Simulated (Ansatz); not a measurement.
# C: a single-point run

Aim: a sound single-point run of C. The structure is shown as the input types it.

Method: density functional or hybrid calculation with the settings of its input, plane waves (as first typed), in Ansatz 0.2.0.

3 further runs of the same task are left out: 1 for a known fault of the program, 2 that didn't finish.

**1. The starting structure**

The structure is hexagonal, space group P6_3/mmc (No. 194). The conventional cell has a = 2.503 Å, b = 2.503 Å, c = 4.169 Å, α = 90.00°, β = 90.00°, γ = 120.00°. C (site symmetry 3m) has 4 C at 1.54 to 1.56 Å as nearest neighbours.

As a file:

```
C
1.0
     2.50320    0.00000    0.00000
    -1.25160    2.16783    0.00000
     0.00000    0.00000    4.16887
C
4
Direct
  0.33333 0.66667 0.00023
  0.66667 0.33333 0.50023
  0.33333 0.66667 0.37477
  0.66667 0.33333 0.87477
```

**2. The calculation**

input.yaml reads:

```yaml
crystal:
  lattice:
    - [2.503195371, 0.0, 0.0]
    - [-1.2515976855, 2.1678307819, 0.0]
    - [0.0, 0.0, 4.1688692747]
  atoms:
    - { symbol: C, position: [0.3333333333, 0.6666666667, 0.0002313176] }
    - { symbol: C, position: [0.6666666667, 0.3333333333, 0.5002313176] }
    - { symbol: C, position: [0.3333333333, 0.6666666667, 0.3747686824] }
    - { symbol: C, position: [0.6666666667, 0.3333333333, 0.8747686824] }
kpoints:
  mp_grid: { grid: [6, 6, 4] }
hamiltonian:
  xc: hse06
scf:
  occupations: { method: fermi_dirac, width: 1.5 }
  n_extra_bands: 5
output:
  forces: true
  stress: true
  eigenvalues: true
```

The run is started by

```sh
$ ansatz run input.yaml --threads 4 --pin off --max-ram 3686MiB --backend cpu --events-out ev --progress --plain --runs-dir out
```

Q: Will this input give a usable result? If not, why, and what should change?

The first SCF converged in 5 cycles; a further one, begun by the search for a lower state, ran out of the shared limit after 2. The density residual dr2 fell from 6.3e-10 to 1.8e-10 eV (threshold 0.002) and was still falling. The test that failed last is that of the little group invariance, at 0.0167. This residual alone is not the whole test: the loop closes only when its other checks (energy change, further residuals) pass in the same cycle. Nothing that it prints is a result.

The suspect setting: scf.occupations.method is fermi_dirac; scf.occupations.width is 1.5. The width is far wider than usual, so occupations near the Fermi level are blurred and the entropy term grows. A Fermi-Dirac width of 1.5 eV is an electron temperature of 17400 K.

The cure: delete scf.occupations.width (the default then holds) and set scf.occupations.method to fixed.
